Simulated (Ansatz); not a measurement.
# CH8ClNSi: the cost of one run

All numbers below are computed with Ansatz 0.2.0 (RKS PBE/def2-SVP).

### Step 1. The starting structure

Bond lengths: Si1–N2 2.121 Å, N2–C3 1.442 Å, Si1–H4 1.486 Å, Si1–H5 1.453 Å, Si1–H6 1.453 Å, Si1–Cl8 2.493 Å, N2–H9 1.012 Å, C3–H10 1.088 Å, C3–H11 1.093 Å, C3–H12 1.094 Å. Angles (14 of 19 angles, heavy atoms first): Si1–N2–C3 117.4°, N2–Si1–Cl8 74.0°, Si1–N2–H9 112.0°, C3–N2–H9 112.4°, N2–Si1–H4 91.1°, N2–Si1–H5 113.0°, N2–Si1–H6 106.5°, H4–Si1–Cl8 164.9°, H5–Si1–Cl8 81.7°, H6–Si1–Cl8 83.5°, N2–C3–H10 108.9°, N2–C3–H11 110.7°, N2–C3–H12 111.6°, H4–Si1–H5 102.5°.

Coordinates:

```xyz
12

Si   -0.8119    1.0386    0.8120
N     0.0986   -0.7169    0.0445
C     0.4849   -0.7098   -1.3451
H    -1.9023    0.9485   -0.1940
H    -0.1208    2.2548    0.4173
H    -1.4629    0.6565    2.0532
H     1.0929   -0.5344    0.9133
Cl    1.2752    0.7108    2.1358
H    -0.4149   -1.5517    0.2977
H     1.0599    0.1916   -1.5466
H    -0.3966   -0.7081   -1.9916
H     1.0978   -1.5798   -1.5966
```

### Step 2. Pulling towards end A

Springs on the bonds that form and break draw the guess towards this end; the thresholds are loose.

The input, input.yaml:

```yaml
crystal:
  periodic: [false, false, false]
  atoms:
    - { symbol: Si, position_ang: [-0.8119, 1.0386, 0.812] }
    - { symbol: "N", position_ang: [0.0986, -0.7169, 0.0445] }
    - { symbol: C, position_ang: [0.4849, -0.7098, -1.3451] }
    - { symbol: H, position_ang: [-1.9023, 0.9485, -0.194] }
    - { symbol: H, position_ang: [-0.1208, 2.2548, 0.4173] }
    - { symbol: H, position_ang: [-1.4629, 0.6565, 2.0532] }
    - { symbol: H, position_ang: [1.0929, -0.5344, 0.9133] }
    - { symbol: Cl, position_ang: [1.2752, 0.7108, 2.1358] }
    - { symbol: H, position_ang: [-0.4149, -1.5517, 0.2977] }
    - { symbol: H, position_ang: [1.0599, 0.1916, -1.5466] }
    - { symbol: H, position_ang: [-0.3966, -0.7081, -1.9916] }
    - { symbol: H, position_ang: [1.0978, -1.5798, -1.5966] }
basis:
  gaussian: { orbitals: def2-SVP }
hamiltonian:
  xc: pbe
relax:
  f_tol: 0.15
  max_steps: 25
  restrain:
    - { distance: [0, 7], at: 3.43, k: 30.0 }
    - { distance: [6, 1], at: 2.32, k: 30.0 }
    - { distance: [0, 1], at: 1.82, k: 30.0 }
    - { distance: [6, 7], at: 1.33, k: 30.0 }
```

On the command line:

```console
ansatz run input.yaml --threads 2 --pin off --max-ram 3072MiB --backend cpu --events-out ev --progress --plain --runs-dir out
```

Q: Estimate wall time and peak memory on 2 threads of Arm Neoverse N1, shared host.

About 34 s, with a peak of 0.15 GiB.
